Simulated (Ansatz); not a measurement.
# CH₅BTe: one species, many methods

Aim: compute CH₅BTe with functionals from several rungs and with coupled cluster. The yardstick is the atomisation energy at the CCSD(T) limit.

Program: Ansatz 0.2.0, Gaussian basis. Level of theory: functionals in def2-TZVPP, the program's frozen cores in correlated methods. These are calculated values, not measurements.

The runs, in order: LDA (SPW92), PBE-D4, revPBE-D4, BLYP-D4, r2SCAN-D4, B97M-V, PBE0-D4, B3LYP-D4, r2SCANh-D4, r2SCAN0-D4, HSE06-D4, BHLYP-D4, CAM-B3LYP-D4, LC-ωPBE, ωB97X-V, ωB97M-V, B2PLYP, PBE-QIDH; CCSD(T)/def2-SVP; CCSD(T)/def2-TZVPP; MP2/def2-QZVPP; extrapolation to the limit; RPA on PBE.

### Step 1. Structure used throughout

An earlier PBE0-D4 in a triple-zeta def2 set relaxation fixed the geometry. Te takes the def2 core potential; no spin-orbit term is included.

SMILES `CB[TeH]`, 8 atoms, charge 0, spin multiplicity 1.

Atoms are counted from 1 here; the program's logs count them from 0.

Bond lengths: C1–B2 1.554 Å, C1–H4 1.097 Å, C1–H5 1.097 Å, C1–H6 1.090 Å, B2–Te3 2.120 Å, B2–H7 1.197 Å, Te3–H8 1.660 Å. Angles: B2–C1–H4 109.1°, B2–C1–H5 109.3°, B2–C1–H6 115.7°, H4–C1–H5 105.1°, H4–C1–H6 108.5°, H5–C1–H6 108.6°, C1–B2–Te3 125.5°, C1–B2–H7 121.7°, Te3–B2–H7 112.8°, B2–Te3–H8 96.0°.

### Step 2. LDA

This LDA is Slater exchange with PW92 correlation.

The input, in.yaml:

```yaml
crystal:
  periodic: [false, false, false]
  atoms:
    - {symbol: C, position_ang: [-0.101213, 0.711221, -0.630520]}
    - {symbol: B, position_ang: [-0.029888, 0.104377, 0.798708]}
    - {symbol: Te, position_ang: [0.326373, -1.934938, 1.254671]}
    - {symbol: H, position_ang: [-1.075922, 1.196164, -0.766599]}
    - {symbol: H, position_ang: [0.634312, 1.520440, -0.717235]}
    - {symbol: H, position_ang: [0.054741, 0.010117, -1.450689]}
    - {symbol: H, position_ang: [-0.179428, 0.778536, 1.776023]}
    - {symbol: H, position_ang: [0.463224, -2.443119, -0.320159]}
basis:
  gaussian: {orbitals: def2-TZVPP}
hamiltonian: {xc: lda}
output: {orbitals: {seedname: orbitals}}
```

Command:

```bash
$ ansatz run in.yaml --threads 2 --pin off --events-out ev --progress --plain --max-ram 4352MiB
```

After this run come: PBE-D4 (GGA); revPBE-D4 (GGA); BLYP-D4 (GGA); r2SCAN-D4 (meta-GGA); B97M-V (meta-GGA); B3LYP-D4 (hybrid); r2SCANh-D4 (hybrid); r2SCAN0-D4 (hybrid); HSE06-D4 (hybrid); BHLYP-D4 (hybrid); CAM-B3LYP-D4 (range-separated); LC-ωPBE (range-separated); ωB97X-V (range-separated); ωB97M-V (range-separated); B2PLYP (double hybrid); PBE-QIDH (double hybrid); CCSD(T) in def2-SVP; CCSD(T) in def2-TZVPP; MP2 in def2-QZVPP; RPA on PBE orbitals.

**Question.** What will the summary of the whole plan be? Wanted: atomisation energy, CCSD(T)/CBS; farthest beyond LDA; mean size of error, GGA; mean size of error, meta-GGA; mean size of error, hybrid; mean size of error, range-separated; mean size of error, double hybrid; gap, smallest and largest; T1 diagnostic.

The runs gave:

| quantity | value |
| --- | --- |
| atomisation energy, CCSD(T)/CBS | 2675.6 kJ/mol |
| functionals within 26.8 kJ/mol (1.0 %) | revPBE-D4, BLYP-D4, r2SCAN-D4, B97M-V, PBE0-D4, B3LYP-D4, r2SCANh-D4, r2SCAN0-D4, HSE06-D4, CAM-B3LYP-D4, ωB97X-V, ωB97M-V, PBE-QIDH |
| farthest beyond LDA | BHLYP-D4 (-50.7 kJ/mol) |
| mean size of error, GGA | 22.5 kJ/mol |
| mean size of error, meta-GGA | 11.3 kJ/mol |
| mean size of error, hybrid | 14.8 kJ/mol |
| mean size of error, range-separated | 11.6 kJ/mol |
| mean size of error, double hybrid | 21.5 kJ/mol |
| gap, smallest and largest | 3.81 eV (LDA (SPW92)), 10.29 eV (LC-ωPBE) |
| T1 diagnostic | 0.0135 |
| triples share of the correlation energy | 3.0 % |

LDA overbinds by 348.7 kJ/mol (13 %). PBE-D4 is off by +37.1 kJ/mol. Double hybrids carry the basis error of their MP2 part in triple zeta, and no dispersion term here, so their miss is partly the set-up's. The rungs meta-GGA, range-separated, hybrid, double hybrid, GGA miss on average by less than the doubt on the reference (26.8 kJ/mol), so they tie. The reference freezes the cores and leaves out spin-orbit coupling and excitations past (T), and its outer-core shells are covered unevenly, so misses under about 26.8 kJ/mol can't be ranked. All levels share the lack of spin-orbit coupling, which lowers the free heavy atoms and so the true binding. Hartree-Fock recovers 75 % of the binding; the rest is correlation. CCSD(T) in def2-SVP is off by -138.2 kJ/mol, which most functionals beat. The gap grows from 3.8 to 10.3 eV across the functionals, mostly with the share of exact exchange. Correlated methods include outer-core shells of Te, which these sets cover unevenly.
